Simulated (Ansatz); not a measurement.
# Ti3S2 (R32): charge-density difference against the sublattices from a Python script

The task is a charge-density difference against the sublattices, for Ti3S2 (R32).

Program: Ansatz 0.2.0 through its Python package. Level of theory: DFT LDA, plane waves, PAW. These are calculated values, not measurements.

### Step 1. Starting point

It takes space group R32 (No. 155, trigonal). The conventional cell has a = 5.426 Å, b = 5.426 Å, c = 9.713 Å, α = 90.00°, β = 90.00°, γ = 120.00°. Ti (site symmetry 2) is surrounded by 4 S at 2.42 to 2.44 Å. S (site symmetry 3) has 6 Ti at 2.42 to 2.44 Å as nearest neighbours.

The script holds or builds the structure itself.

### Step 2. Script

Input file run_drho.py:

```python
"""Density difference of Ti3S2 against its sublattices."""

import warnings

import ansatz as az
import numpy as np

VECTORS = np.array([
    [2.71311, 1.56642, 3.23762],
    [-2.71311, 1.56642, 3.23762],
    [0.0, -3.13283, 3.23762],
])
SITES = [
    ("Ti", (0.33565, 0.66434, 0.0)),
    ("Ti", (0.66434, 0.0, 0.33565)),
    ("Ti", (0.0, 0.33565, 0.66434)),
    ("S", (0.83216, 0.83216, 0.83216)),
    ("S", (0.16784, 0.16784, 0.16784)),
]


def on_lattice(cell):
    crystal = az.Crystal(lattice=az.Lattice.of(cell))
    for symbol, position in SITES:
        crystal = crystal.atom(symbol, position)
    return crystal

warnings.simplefilter("ignore", az.DeckWarning)

# same cell, cutoff and mesh for the crystal and its parts
def solve(crystal):
    return (
        crystal.calculation()
        .occupations("fermi_dirac")
        .functional("LDA")
        .basis(460, grid_basis="typed")
        .kpoints(6, 6, 6)
        .density()
        .run(threads=1)
    )


whole = solve(on_lattice(VECTORS))
difference = whole.density().channels[0].density_e_per_ang3.copy()
binding = whole.report["free_energy_ev"]
for element in ["Ti", "S"]:
    part = az.Crystal(lattice=az.Lattice.of(VECTORS))
    for symbol, position in SITES:
        if symbol == element:
            part = part.atom(symbol, position)
    alone = solve(part)
    difference -= alone.density().channels[0].density_e_per_ang3
    binding -= alone.report["free_energy_ev"]
    print(f"{element} sublattice: {alone.report['n_electrons']:g} electrons, {alone.report['n_iterations']} iterations")

voxel = abs(np.linalg.det(VECTORS)) / difference.size
print(f"energy of the crystal less its unpolarised sublattices: {binding / len(SITES):.4f} eV/atom")
print(f"net charge of the difference {difference.sum() * voxel:.5f} e, charge rearranged {0.5 * np.abs(difference).sum() * voxel:.3f} e")
print(f"extremes {difference.min():.4f} and {difference.max():.4f} e/A^3")
for (symbol, position) in SITES:
    index = tuple(int(round(p * n)) % n for p, n in zip(position, difference.shape))
    print(f"  change of the pseudo-density at the grid point nearest {symbol}: {difference[index]:+.4f} e/A^3")
```

### Step 3. The input behind the calls

The engine receives this input (first run):

```yaml
crystal:
  lattice:
    - [2.71311, 1.56642, 3.23762]
    - [-2.71311, 1.56642, 3.23762]
    - [0.0, -3.13283, 3.23762]
  atoms:
    - { symbol: Ti, position: [0.33565, 0.66434, 0.0] }
    - { symbol: Ti, position: [0.66434, 0.0, 0.33565] }
    - { symbol: Ti, position: [0.0, 0.33565, 0.66434] }
    - { symbol: S, position: [0.83216, 0.83216, 0.83216] }
    - { symbol: S, position: [0.16784, 0.16784, 0.16784] }
basis:
  ecutwfc: 460.0
  fft_grid_basis: typed
kpoints:
  mp_grid:
    grid: [6, 6, 6]
hamiltonian:
  xc: lda
scf:
  occupations:
    method: fermi_dirac
output:
  write_density: true
```

### Step 4. The run

Run with:

```
> python run_drho.py
```

The program printed:

```text
Ti sublattice: 36 electrons, 6 iterations
S sublattice: 12 electrons, 7 iterations
energy of the crystal less its unpolarised sublattices: -2.8962 eV/atom
net charge of the difference -0.00000 e, charge rearranged 0.761 e
extremes -0.1127 and 0.0981 e/A^3
  change of the pseudo-density at the grid point nearest Ti: -0.0280 e/A^3
  change of the pseudo-density at the grid point nearest Ti: -0.0280 e/A^3
  change of the pseudo-density at the grid point nearest Ti: -0.0280 e/A^3
  change of the pseudo-density at the grid point nearest S: -0.1020 e/A^3
  change of the pseudo-density at the grid point nearest S: -0.1020 e/A^3
```

Run time: 15 s. Hardware: 1 thread of Arm Neoverse V1, shared host; peak memory 0.39 GiB.

### Step 5. Inputs of later runs

The engine's inputs for the other runs:

Run 2, against run 1:

```diff
@@ -10,2 +9,0 @@
-    - { symbol: S, position: [0.83216, 0.83216, 0.83216] }
-    - { symbol: S, position: [0.16784, 0.16784, 0.16784] }
```

Run 3, against run 1:

```diff
@@ -7,3 +6,0 @@
-    - { symbol: Ti, position: [0.33565, 0.66434, 0.0] }
-    - { symbol: Ti, position: [0.66434, 0.0, 0.33565] }
-    - { symbol: Ti, position: [0.0, 0.33565, 0.66434] }
```

### Step 6. What the script built

Run 3 starts from these 2 atoms:

```xyz
2
Lattice="2.713 1.566 3.238 -2.713 1.566 3.238 0.000 -3.133 3.238" Properties=species:S:1:pos:R:3 pbc="T T T"
S     0.000    0.000    8.083
S     0.000    0.000    1.630
```

### Step 7. The engine's runs

The 3 runs, in the order started:

```tsv
run	system	space group	energy (eV/atom)	volume (Å³/atom)	SCF cycles	CPU time (s)
1	Ti3S2 (5 atoms)	R32	-1819.0949	16.51	7	7.1
2	Ti (3 atoms)	R32	-2448.8559	27.52	6	6
3	S (2 atoms)	R-3m	-867.2129	41.28	7	1.6
```

Energies are free energies F = E - TS of the smeared occupations. Totals carry meaning only in balanced differences at one level of theory.

### Step 8. Summary of results

```
                    quantity            value
crystal less its sublattices  -2.8962 eV/atom
               runs compared                3
```

In words: All 3 runs converged (6 to 7 cycles). What to keep in mind:
- No spin polarisation was allowed.
- For a metal this k-point mesh is coarse: on a finer one energies can move by several to tens of meV an atom and pressures by half a GPa or more, differences at one mesh by less.
- Grid values close to the nuclei reflect the PAW or pseudopotential construction, not the all-electron fields.
- This cell is a computed structure, which may not be the phase found in nature.
- Charge moved counts every rearrangement, bonding and polarisation too, and is no transfer between atoms; the bare sublattices are artificial references.
